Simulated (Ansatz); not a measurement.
# CaIr2: further runs on the relaxed cell

The task here is to estimate one member of a computed series from the others.

Method: DFT r2SCAN, scalar-relativistic, plane waves, PAW, in Ansatz 0.2.0.

1 further run of the same task is left out (set aside as unsound or not needed).

**Starting point**

The structure is cubic, space group Fd-3m (No. 227). The conventional cell has a = 7.527 Å, b = 7.527 Å, c = 7.527 Å, α = 90.00°, β = 90.00°, γ = 90.00°. Ca (site symmetry -43m) has 12 Ir at 3.12 Å and 4 Ca at 3.26 Å as nearest neighbours. Ir (site symmetry -3m) has 6 Ir at 2.66 Å as nearest neighbours.

Coordinates:

```
CELL_PARAMETERS angstrom
0.00000 3.76355 3.76355
3.76355 0.00000 3.76355
3.76355 3.76355 0.00000
ATOMIC_POSITIONS crystal
Ca 0.25000 0.25000 0.25000
Ca 0.00000 0.00000 0.00000
Ir 0.62500 0.62500 0.62500
Ir 0.12500 0.62500 0.62500
Ir 0.62500 0.12500 0.62500
Ir 0.62500 0.62500 0.12500
```

It goes back to an entry of the Materials Project, which need not be the stable form.

This cell was relaxed beforehand with the same method: volume 17.77 Å³/atom, gap on the mesh none (metal).

Set-up of the first run:

Contents of input.yaml:

```yaml
crystal:
  lattice:
    - [0.0, 3.7635534876, 3.7635534876]
    - [3.7635534876, 0.0, 3.7635534876]
    - [3.7635534876, 3.7635534876, 0.0]
  atoms:
    - { symbol: Ca, position: [0.25, 0.25, 0.25] }
    - { symbol: Ca, position: [0.0, 0.0, 0.0] }
    - { symbol: Ir, position: [0.625, 0.625, 0.625] }
    - { symbol: Ir, position: [0.125, 0.625, 0.625] }
    - { symbol: Ir, position: [0.625, 0.125, 0.625] }
    - { symbol: Ir, position: [0.625, 0.625, 0.125] }
basis:
  ecutwfc: 500
kpoints:
  mp_grid: { grid: [8, 8, 8] }
  band_path:
    path:
      - [[0.0, 0.0, 0.0], [0.5, 0.0, 0.5], [0.625, 0.25, 0.625]]
      - [[0.375, 0.375, 0.75], [0.0, 0.0, 0.0], [0.5, 0.5, 0.5], [0.5, 0.25, 0.75], [0.5, 0.0, 0.5]]
    npoints: 14
hamiltonian:
  xc: r2scan
scf:
  occupations: { method: gaussian, width: 0.1 }
  n_extra_bands: 15
output:
  forces: true
  stress: true
  eigenvalues: true
  populations: true
  dos: { projected: true, de: 0.02, nscf_kmesh: { grid: [12, 12, 12] } }
  bader: true
  write_density: true
  write_potential: true
  elf: true
  volumetric_format: npy
```

Run with:

```
$ ansatz run input.yaml --threads 2 --pin off --max-ram 5120MiB --backend cpu --events-out ev --progress --plain --runs-dir out
```

Among the steps run: Static run: bands, density of states and charges; The cell as listed, for comparison; Point at V/V0 = 0.97; The cell scaled to 1.03 of its volume; Point at V/V0 = 0.94; Point at V/V0 = 1.06; Point at V/V0 = 0.91; Point at V/V0 = 1.10; Point at V/V0 = 0.88.

One of the session's tables, all rows but one given; the rest of the session is left out.

It belongs to the step «Equation of state». 

| volume (Å³/atom) | energy above the lowest point (meV/atom) | pressure (GPa) |
| --- | --- | --- |
| 15.637 | 184.0 | 31.29 |
| 16.170 | ? | ? |
| 16.703 | 40.4 | 12.98 |
| 17.236 | 9.4 | 5.92 |
| 17.769 | 0.0 | -0.02 |
| 18.302 | 8.8 | -5.03 |
| 18.836 | 32.8 | -9.24 |
| 19.546 | 84.5 | -13.83 |

**Question.** Estimate the row for volume (Å³/atom) = 16.170.

Worked estimate for «energy above the lowest point (meV/atom)». A straight line through the neighbours (15.637, 184.0) and (16.703, 40.4) gives 184.0 + (40.4 − 184.0) × (16.170 − 15.637) / (16.703 − 15.637) = 112.2; a parabola fitted to 3 rows on both sides gives 98.6.

**Answer.** energy above the lowest point (meV/atom): 97.0; pressure (GPa): 21.35. In «energy above the lowest point (meV/atom)» the line misses by +15.2 and the parabola by +1.6.
